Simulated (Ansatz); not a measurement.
# BBr₂Cl: one species, many methods

The task here is to estimate one member of a computed series from the others.

Computed with Ansatz 0.2.0, Gaussian basis. Level: functionals in def2-TZVPP, the program's frozen cores in correlated methods.

Plan: LDA (SPW92), PBE-D4, revPBE-D4, BLYP-D4, r2SCAN-D4, B97M-V, PBE0-D4, B3LYP-D4, r2SCANh-D4, r2SCAN0-D4, HSE06-D4, BHLYP-D4, CAM-B3LYP-D4, LC-ωPBE, ωB97X-V, ωB97M-V, B2PLYP, PBE-QIDH; CCSD(T)/def2-SVP; CCSD(T)/def2-TZVPP; MP2/def2-QZVPP; extrapolation to the limit; RPA on PBE.

## The geometry

An earlier PBE0-D4 in a triple-zeta def2 set relaxation fixed the geometry.

SMILES `ClB(Br)Br`, 4 atoms, charge 0, spin multiplicity 1.

Atoms are counted from 1 here; the program's logs count them from 0.

Bond lengths: Cl1–B2 1.732 Å, B2–Br3 1.899 Å, B2–Br4 1.899 Å. Angles: Cl1–B2–Br3 120.0°, Cl1–B2–Br4 120.0°, Br3–B2–Br4 119.9°.

Set-up of the first run:

File in.yaml:

```yaml
crystal:
  periodic: [false, false, false]
  atoms:
    - {symbol: Cl, position_ang: [-0.177931, -1.665570, 0.617919]}
    - {symbol: B, position_ang: [0.009307, -0.054394, 0.009741]}
    - {symbol: Br, position_ang: [1.293322, 1.110771, 0.783900]}
    - {symbol: Br, position_ang: [-1.069198, 0.548893, -1.431960]}
basis:
  gaussian: {orbitals: def2-TZVPP}
hamiltonian: {xc: lda}
output: {orbitals: {seedname: orbitals}}
```

Command:

```console
> ansatz run in.yaml --threads 4 --pin off --events-out ev --progress --plain --max-ram 10444MiB
```

Steps of the session up to this table: LDA; PBE-D4 (GGA); revPBE-D4 (GGA); BLYP-D4 (GGA); r2SCAN-D4 (meta-GGA); B97M-V (meta-GGA); PBE0-D4 (hybrid); B3LYP-D4 (hybrid); r2SCANh-D4 (hybrid); r2SCAN0-D4 (hybrid); HSE06-D4 (hybrid); BHLYP-D4 (hybrid); CAM-B3LYP-D4 (range-separated); LC-ωPBE (range-separated); ωB97X-V (range-separated); ωB97M-V (range-separated); B2PLYP (double hybrid); PBE-QIDH (double hybrid).

One table of the session follows, with a row left open; its other results are not shown here.

It belongs to the step «Frontier levels by functional». 

```
  functional  HOMO (eV)  LUMO (eV)  gap (eV)
 LDA (SPW92)      -7.30      -3.07      4.22
      PBE-D4      -7.13      -2.82      4.31
   revPBE-D4      -7.08      -2.72      4.36
     BLYP-D4      -6.95      -2.62      4.32
   r2SCAN-D4          ?          ?         ?
      B97M-V      -7.56      -2.44      5.12
     PBE0-D4      -8.45      -1.97      6.48
    B3LYP-D4      -8.16      -2.11      6.05
  r2SCANh-D4      -7.95      -2.29      5.67
  r2SCAN0-D4      -8.67      -1.83      6.84
    HSE06-D4      -8.05      -2.35      5.70
    BHLYP-D4      -9.58      -0.89      8.69
CAM-B3LYP-D4      -9.76      -0.82      8.95
     LC-ωPBE     -11.19       0.22     11.41
     ωB97X-V     -10.80       0.22     11.02
     ωB97M-V     -10.65       0.10     10.75
```

**Question.** Estimate the row for r2SCAN-D4.

Worked estimate for «HOMO (eV)». Against the share of exact exchange, r2SCANh-D4 (0.1, -7.95), r2SCAN0-D4 (0.25, -8.67) give a slope of -4.80 per unit share; at 0 the line stands at -7.47.

As computed: HOMO (eV): -7.48; LUMO (eV): -2.59; gap (eV): 4.89. In «HOMO (eV)» the line misses by +0.01.
